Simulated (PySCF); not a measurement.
The system is NCGeFCl2, in a box.

```xyz
6
Lattice="13.0000 0.0000 0.0000 0.0000 13.0000 0.0000 0.0000 0.0000 13.0000" Properties=species:S:1:pos:R:3 pbc="T T T"
N     8.1672    4.9286    7.9088
C     7.3919    5.6236    7.4199
Ge    6.1285    6.8022    6.6189
F     4.8588    5.8306    6.0153
Cl    7.0061    7.8288    5.0104
Cl    5.3396    8.1134    8.0576
```

Base run:

* Program: PySCF 2.14.0
* Functional: M06-L
* Dispersion: D3
* Potentials or basis: def2-svp (all-electron)
* k mesh: 1 × 1 × 1
* Occupations: fixed
* Spin: no spin polarisation

Its results: gap between the frontier levels 6.67 eV.

Problem. After a change of settings the same cell gave: gap between the frontier levels 6.55 eV. Which change was it?
A. functional from M06-L to M06; dispersion from D3 to none
B. functional from M06-L to SOGGA11; dispersion from D3 to none
C. functional from M06-L to SCAN

Solution. C.

Caveats: this is a molecule in a periodic box at the Γ point, so its band gap is the HOMO-LUMO gap; relativity is left out, which matters for the heavier elements; the basis of atomic orbitals isn't converged, which shifts pressures, moduli and gaps.

Not every run made on this cell is shown here.
